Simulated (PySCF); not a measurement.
# Si⁺: dipole response in def2-QZVPPD

Aim: the static polarisability and the C₆ coefficient of Si⁺, method by method.

The numbers are computed with PySCF 2.14.0 (unrestricted determinants in a Gaussian basis, no spin-orbit coupling in the energies), except any that are marked as measured or tabulated.

## (1) The system

* Element: silicon (Z = 14)
* Basis: def2-QZVPPD (10s6p5d2f1g, 76 functions)
* Hamiltonian: the non-relativistic Hamiltonian (point nucleus)
* State 1: Si⁺: [Ne] 3s1 3p2, high-spin 4P determinant (an excited configuration)
* Methods: UHF, PBE, PBE0, PBEsol, PW91

The outer shells:

Si+ [Ne] 3s1 3p2
```
[Ne] core
3s [↑ ]
3p [↑ ][↑ ][  ]
```

One driver process ran all states and methods and kept the integrals in memory. Each run is shown as a PySCF script that sums up its settings (the driver passes frozen orbitals as a list and adds second-order terms of double hybrids); the logs are those of the runs themselves. The driver starts from symmetry-adapted Hartree-Fock orbitals, holds the occupation by maximum overlap and uses a logarithmic radial grid for functionals, so a plain start would take other cycles.

The integrals over 76 functions and the set-up took 0.49 s of CPU time.

## (2) Si⁺ [Ne] 3s1 3p2: the ladder of methods

#### UHF

File input.py:

```python
from pyscf import gto, scf, dft, mp, cc
import basis_set_exchange as bse
mol = gto.M(atom="Si 0 0 0", charge=1, spin=3, symmetry="D2h",
            basis=gto.basis.parse(bse.get_basis("def2-QZVPPD", elements=["Si"], fmt="nwchem")))
mf = scf.UHF(mol)
mf.irrep_nelec = {'Ag': (3, 2), 'B1u': (2, 1), 'B2u': (2, 1), 'B3u': (1, 1)}
mf.kernel()
```

What it wrote:

```text
damping factor = 0
level_shift factor = 0
DIIS = <class 'pyscf.scf.diis.CDIIS'>
diis_start_cycle = 1
diis_space = 10
diis_damp = 0
SCF conv_tol = 1e-09
SCF conv_tol_grad = None
number electrons alpha = 8  beta = 5
cycle= 1 E= -288.435622100698  delta_E= -0.00217  |g|= 0.0145  |ddm|= 0.0344
cycle= 2 E= -288.435849475794  delta_E= -0.000227  |g|= 0.00483  |ddm|= 0.011
cycle= 3 E= -288.435877725293  delta_E= -2.82e-05  |g|= 0.000182  |ddm|= 0.00543
cycle= 4 E= -288.435877751966  delta_E= -2.67e-08  |g|= 2.46e-05  |ddm|= 0.000258
cycle= 5 E= -288.435877752349  delta_E= -3.84e-10  |g|= 4.85e-06  |ddm|= 3.96e-05
converged SCF energy = -288.435877752349  <S^2> = 3.7500712  2S+1 = 4.0000356
```

CPU time 7.8 s on a shared host, the integrals not counted.

The occupied shells:

```
shell  electrons  mean orbital energy (eV)  spread (eV)  rms radius (bohr)
 1s α          1                   -1883.6            0              0.129
 1s β          1                   -1882.7            0              0.129
 2s α          1                   -178.54            0              0.615
 2s β          1                   -177.30            0              0.615
 2p α          3                   -126.98        0.388              0.598
 2p β          3                   -125.87        0.519              0.598
 3s α          1                   -27.168            0               2.20
 3p α          2                   -17.607            0               2.56
```

⟨S²⟩ = 3.750, ⟨L²⟩ = 2.02.

The driver then solved the coupled dipole response at imaginary frequencies: mean α = 17.67 bohr³ (xx, yy, zz: 18.27, 17.37, 17.37), C₆ = 89.61 au for a like pair.

#### PBE

input.py, as changed from the run before:

```diff
@@ -4,3 +4,3 @@
             basis=gto.basis.parse(bse.get_basis("def2-QZVPPD", elements=["Si"], fmt="nwchem")))
-mf = scf.UHF(mol)
+mf = dft.UKS(mol, xc="PBE")
 mf.irrep_nelec = {'Ag': (3, 2), 'B1u': (2, 1), 'B2u': (2, 1), 'B3u': (1, 1)}
```

What it wrote:

```text
damping factor = 0
level_shift factor = 0
DIIS = <class 'pyscf.scf.diis.CDIIS'>
diis_start_cycle = 1
diis_space = 10
diis_damp = 0
SCF conv_tol = 1e-09
SCF conv_tol_grad = None
number electrons alpha = 8  beta = 5
XC functionals = PBE
    J. P. Perdew, K. Burke, and M. Ernzerhof.,  Phys. Rev. Lett. 77, 3865 (1996)
    J. P. Perdew, K. Burke, and M. Ernzerhof.,  Phys. Rev. Lett. 78, 1396 (1997)
    J. P. Perdew, K. Burke, and M. Ernzerhof.,  Phys. Rev. Lett. 77, 3865 (1996)
    J. P. Perdew, K. Burke, and M. Ernzerhof.,  Phys. Rev. Lett. 78, 1396 (1997)
cycle= 1 E= -288.740359124355  delta_E= -0.00837  |g|= 0.0185  |ddm|= 0.15
cycle= 2 E= -288.740386734372  delta_E= -2.76e-05  |g|= 0.0102  |ddm|= 0.0131
cycle= 3 E= -288.740395721914  delta_E= -8.99e-06  |g|= 0.00018  |ddm|= 0.00279
cycle= 4 E= -288.740395733559  delta_E= -1.16e-08  |g|= 2.78e-05  |ddm|= 0.00025
cycle= 5 E= -288.740395733952  delta_E= -3.93e-10  |g|= 7.14e-06  |ddm|= 5.02e-05
converged SCF energy = -288.740395733952  <S^2> = 3.7500168  2S+1 = 4.0000084
```

CPU time 6.9 s on a shared host, the integrals not counted.

The driver then solved the coupled dipole response at imaginary frequencies: mean α = 18.17 bohr³ (xx, yy, zz: 18.07, 18.22, 18.22), C₆ = 92.40 au for a like pair.

#### PBE0

input.py, as changed from the run before:

```diff
@@ -4,3 +4,3 @@
             basis=gto.basis.parse(bse.get_basis("def2-QZVPPD", elements=["Si"], fmt="nwchem")))
-mf = dft.UKS(mol, xc="PBE")
+mf = dft.UKS(mol, xc="PBE0")
 mf.irrep_nelec = {'Ag': (3, 2), 'B1u': (2, 1), 'B2u': (2, 1), 'B3u': (1, 1)}
```

What it wrote:

```text
damping factor = 0
level_shift factor = 0
DIIS = <class 'pyscf.scf.diis.CDIIS'>
diis_start_cycle = 1
diis_space = 10
diis_damp = 0
SCF conv_tol = 1e-09
SCF conv_tol_grad = None
number electrons alpha = 8  beta = 5
XC functionals = PBE0
    C. Adamo and V. Barone.,  J. Chem. Phys. 110, 6158 (1999)
    M. Ernzerhof and G. E. Scuseria.,  J. Chem. Phys. 110, 5029 (1999)
cycle= 1 E= -288.77072274427  delta_E= -0.00481  |g|= 0.0113  |ddm|= 0.109
cycle= 2 E= -288.770743693386  delta_E= -2.09e-05  |g|= 0.00408  |ddm|= 0.00944
cycle= 3 E= -288.770745354714  delta_E= -1.66e-06  |g|= 0.000577  |ddm|= 0.00134
cycle= 4 E= -288.770745418665  delta_E= -6.4e-08  |g|= 2.73e-05  |ddm|= 0.000456
cycle= 5 E= -288.77074541934  delta_E= -6.75e-10  |g|= 2.07e-06  |ddm|= 4.88e-05
converged SCF energy = -288.77074541934  <S^2> = 3.7500165  2S+1 = 4.0000082
```

CPU time 14 s on a shared host, the integrals not counted.

The driver then solved the coupled dipole response at imaginary frequencies: mean α = 17.88 bohr³ (xx, yy, zz: 18.02, 17.81, 17.81), C₆ = 90.58 au for a like pair.

#### PBEsol

input.py, as changed from the run before:

```diff
@@ -4,3 +4,3 @@
             basis=gto.basis.parse(bse.get_basis("def2-QZVPPD", elements=["Si"], fmt="nwchem")))
-mf = dft.UKS(mol, xc="PBE0")
+mf = dft.UKS(mol, xc="PBEsol")
 mf.irrep_nelec = {'Ag': (3, 2), 'B1u': (2, 1), 'B2u': (2, 1), 'B3u': (1, 1)}
```

What it wrote:

```text
damping factor = 0
level_shift factor = 0
DIIS = <class 'pyscf.scf.diis.CDIIS'>
diis_start_cycle = 1
diis_space = 10
diis_damp = 0
SCF conv_tol = 1e-09
SCF conv_tol_grad = None
number electrons alpha = 8  beta = 5
XC functionals = PBEsol
    J. P. Perdew, A. Ruzsinszky, G. I. Csonka, O. A. Vydrov, G. E. Scuseria, L. A. Constantin, X. Zhou, and K. Burke.,  Phys. Rev. Lett. 100, 136406 (2008)
    J. P. Perdew, A. Ruzsinszky, G. I. Csonka, O. A. Vydrov, G. E. Scuseria, L. A. Constantin, X. Zhou, and K. Burke.,  Phys. Rev. Lett. 100, 136406 (2008)
cycle= 1 E= -288.208678024602  delta_E= -0.00928  |g|= 0.0354  |ddm|= 0.134
cycle= 2 E= -288.208749026762  delta_E= -7.1e-05  |g|= 0.0187  |ddm|= 0.0169
cycle= 3 E= -288.208779049076  delta_E= -3e-05  |g|= 0.000481  |ddm|= 0.00539
cycle= 4 E= -288.208779086728  delta_E= -3.77e-08  |g|= 4.74e-05  |ddm|= 0.000377
cycle= 5 E= -288.208779087386  delta_E= -6.57e-10  |g|= 5.46e-06  |ddm|= 4.97e-05
converged SCF energy = -288.208779087386  <S^2> = 3.7500277  2S+1 = 4.0000139
```

CPU time 7.1 s on a shared host, the integrals not counted.

The driver then solved the coupled dipole response at imaginary frequencies: mean α = 18.18 bohr³ (xx, yy, zz: 18.03, 18.25, 18.25), C₆ = 92.48 au for a like pair.

#### PW91

input.py, as changed from the run before:

```diff
@@ -4,3 +4,3 @@
             basis=gto.basis.parse(bse.get_basis("def2-QZVPPD", elements=["Si"], fmt="nwchem")))
-mf = dft.UKS(mol, xc="PBEsol")
+mf = dft.UKS(mol, xc="PW91,PW91")
 mf.irrep_nelec = {'Ag': (3, 2), 'B1u': (2, 1), 'B2u': (2, 1), 'B3u': (1, 1)}
```

What it wrote:

```text
damping factor = 0
level_shift factor = 0
DIIS = <class 'pyscf.scf.diis.CDIIS'>
diis_start_cycle = 1
diis_space = 10
diis_damp = 0
SCF conv_tol = 1e-09
SCF conv_tol_grad = None
number electrons alpha = 8  beta = 5
XC functionals = PW91,PW91
    J. P. Perdew. In P. Ziesche and H. Eschrig, editors, Proceedings of the 75. WE-Heraeus-Seminar and 21st Annual International Symposium on Electronic Structure of Solids, 11. Berlin, 1991. Akademie Verlag.
    J. P. Perdew, J. A. Chevary, S. H. Vosko, K. A. Jackson, M. R. Pederson, D. J. Singh, and C. Fiolhais.,  Phys. Rev. B 46, 6671 (1992)
    J. P. Perdew, J. A. Chevary, S. H. Vosko, K. A. Jackson, M. R. Pederson, D. J. Singh, and C. Fiolhais.,  Phys. Rev. B 48, 4978 (1993)
    J. P. Perdew. In P. Ziesche and H. Eschrig, editors, Proceedings of the 75. WE-Heraeus-Seminar and 21st Annual International Symposium on Electronic Structure of Solids, 11. Berlin, 1991. Akademie Verlag.
    J. P. Perdew, J. A. Chevary, S. H. Vosko, K. A. Jackson, M. R. Pederson, D. J. Singh, and C. Fiolhais.,  Phys. Rev. B 46, 6671 (1992)
    J. P. Perdew, J. A. Chevary, S. H. Vosko, K. A. Jackson, M. R. Pederson, D. J. Singh, and C. Fiolhais.,  Phys. Rev. B 48, 4978 (1993)
cycle= 1 E= -288.87013712328  delta_E= -0.00922  |g|= 0.0111  |ddm|= 0.159
cycle= 2 E= -288.870152930095  delta_E= -1.58e-05  |g|= 0.00542  |ddm|= 0.0114
cycle= 3 E= -288.870155414155  delta_E= -2.48e-06  |g|= 0.00045  |ddm|= 0.0015
cycle= 4 E= -288.870155439773  delta_E= -2.56e-08  |g|= 2.68e-05  |ddm|= 0.000278
cycle= 5 E= -288.870155440168  delta_E= -3.95e-10  |g|= 7.75e-06  |ddm|= 5.26e-05
converged SCF energy = -288.870155440168  <S^2> = 3.7500163  2S+1 = 4.0000081
```

CPU time 7 s on a shared host, the integrals not counted.

The driver then solved the coupled dipole response at imaginary frequencies: mean α = 18.13 bohr³ (xx, yy, zz: 17.99, 18.20, 18.20), C₆ = 92.03 au for a like pair.

Radial density 4πr²ρ of Si⁺ at UHF:

```
r (bohr)   density  spin density
 0.00225     0.105         0.000
 0.00378     0.285         0.001
 0.00636     0.751         0.002
  0.0107      1.88         0.005
  0.0180      4.34         0.012
  0.0303      8.73         0.024
  0.0509      14.0         0.038
  0.0857      15.6         0.044
   0.144      11.2         0.072
   0.242      10.5         0.216
   0.408      14.4         0.272
   0.686      8.19        -0.017
    1.15      1.75         0.625
    1.94      1.56         1.540
    3.26     0.544         0.544
    5.49    0.0194         0.019
    9.23  4.05e-05         0.000
```

## (3) Polarisabilities and C₆

Si⁺ [Ne] 3s1 3p2, in atomic units:

```
method  mean α  C₆ (like pair)  S(−4)
   UHF   17.67           89.61  127.3
   PBE   18.17           92.40  139.6
  PBE0   17.88           90.58  133.5
PBEsol   18.18           92.48  139.7
  PW91   18.13           92.03  139.5
```

α(iu) at PW91:

```
u (hartree)  α(iu) (bohr³)
          0          18.13
     0.0500          17.79
      0.100          16.84
      0.200          13.92
      0.300          10.86
      0.500          6.483
      0.750          3.722
       1.00          2.391
       1.50          1.251
       2.00         0.7944
       3.00         0.4314
       5.00         0.2082
```

## (4) Outcome

| quantity | value |
| --- | --- |
| α of Si⁺ [Ne] 3s1 3p2 | 17.67 (UHF) to 18.18 (PBEsol) bohr³ |

A single London oscillator with the computed α and C₆ of Si⁺ [Ne] 3s1 3p2 at UHF would have ω = 4 C₆ / (3 α²) = 0.383 hartree. The basis is finite, and no extrapolation was made.
